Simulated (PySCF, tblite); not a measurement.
# Si₄H₁₀S, a small molecule taken as a stand-in for a surface group (silicon-backed Si): NMR shifts, core binding energies and electronic excitations

Aim: the NMR shifts, core binding energies and electronic excitations of `[SiH3][Si]([SiH3])([SiH3])S`.

Computed with tblite 0.8.0 and PySCF 2.14.0; each step states its level. No surroundings beyond the atoms listed, unless a continuum is named. Atoms count from 0, parts from 1.

### Step 1. Starting point

15 atoms, charge 0, multiplicity 1; geometry: distance geometry start.

### Step 2. Relaxing the cluster with GFN2-xTB

What the job is given:

```
{"job": {"kind": "relax", "xc": "GFN2-xTB", "basis": "xTB"}, "charge": 0, "multiplicity": 1}
Si    -0.366492    -1.255495    -2.130187
Si     0.469929    -1.154350    -0.068317
Si     0.538605     0.963836     0.586992
Si     2.517095    -1.995642    -0.062002
S     -0.791368    -2.289216     1.266813
H      0.489501    -2.036526    -2.962334
H     -1.637140    -1.835730    -2.089909
H     -0.465128     0.039226    -2.670747
H     -0.615641     1.264126     1.334551
H      0.606534     1.826171    -0.568687
H      1.696139     1.160393     1.376644
H      3.447558    -0.985474    -0.427487
H      2.586623    -3.065150    -0.989397
H      2.843924    -2.486175     1.222488
H     -0.662700    -2.274125     2.627029
```

Method: GFN2-xTB geometry optimisation, gas phase.

Run with:

```sh
> OMP_NUM_THREADS=1 python cluster_run.py task.json out
```

One launch serves the whole session: the jobs run in the order shown.

**Question.** The jobs that follow are: PBE0-D3(BJ)/def2-SVP geometry optimisation, gas phase; GIAO PBE0/pcSseg-1 NMR shielding, non-relativistic, gas phase; delta-SCF UKS SCAN, pcX-2 on the ionised atom, pcseg-1 elsewhere, spin-free X2C; TDDFT CAM-B3LYP/def2-SVPD, vertical, gas phase, core orbitals frozen in the response. Predict: point group; rotational constants (main isotopes); $^{1}$H shifts against TMS (PBE0/pcSseg-1); $^{29}$Si shifts against TMS (PBE0/pcSseg-1, means over atoms taken as alike); $^{33}$S shifts against CS2 (PBE0/pcSseg-1); Si2p binding energies, SCAN/pcX-2; S2p binding energies, SCAN/pcX-2; lowest singlet (CAM-B3LYP/def2-SVPD); brightest single state of those computed; lowest triplet; vertical ionisation energy (ΔSCF).

As calculated:

| quantity | value |
| --- | --- |
| point group | C1 |
| rotational constants (main isotopes) | 1.10, 1.09, 1.02 GHz |
| $^{1}$H shifts against TMS (PBE0/pcSseg-1) | 3.89, 3.88, 3.80, 3.80, 3.68, 3.68, 3.68, 3.67, 3.67, 0.08 ppm |
| $^{29}$Si shifts against TMS (PBE0/pcSseg-1, means over atoms taken as alike) | -61.4, -94.1, -97.6 ppm |
| $^{33}$S shifts against CS2 (PBE0/pcSseg-1) | -266 ppm |
| Si2p binding energies, SCAN/pcX-2 | Si0 106.77, Si2 106.63, Si1 106.56 eV |
| S2p binding energies, SCAN/pcX-2 | S4 169.47 eV |
| lowest singlet (CAM-B3LYP/def2-SVPD) | 5.20 eV (238 nm), f = 0.006 |
| brightest single state of those computed | state 6, 6.63 eV, f = 0.143 |
| lowest triplet | 4.79 eV |
| vertical ionisation energy (ΔSCF) | 8.93 eV |

What this shows: The optimisation took 4 steps and gained 0.242 eV; among the close pairs (by a distance rule), Si0–H5 changed most, from 1.437 to 1.495 Å (PBE0/def2-SVP). No frequency check was run at this level, so the end point may be a saddle. At PBE0/pcSseg-1: Shielding is most anisotropic at S4 (span 303 ppm, paramagnetic term -296 ppm). Si0 (silicon bonded to Si, 3 H) binds its Si2p electron 0.21 eV more tightly than Si1 (silicon bonded to S, 3 Si). The first singlet state (HOMO→LUMO 0.94) lies at 5.20 eV and is weak; of the 6 states computed, the strongest absorption comes from state 6 at 6.63 eV (the last computed, so partners may be missing). The lowest triplet lies 0.41 eV below the lowest singlet (triplets in Tamm-Dancoff, singlets in full TDDFT). The orbital energy would give 8.32 eV for ionisation, ΔSCF gives 8.93 eV. A capped cluster stands for the solid here, so long-range fields and strain are missing, and bands or shifts of the capping hydrogens have no counterpart in it.
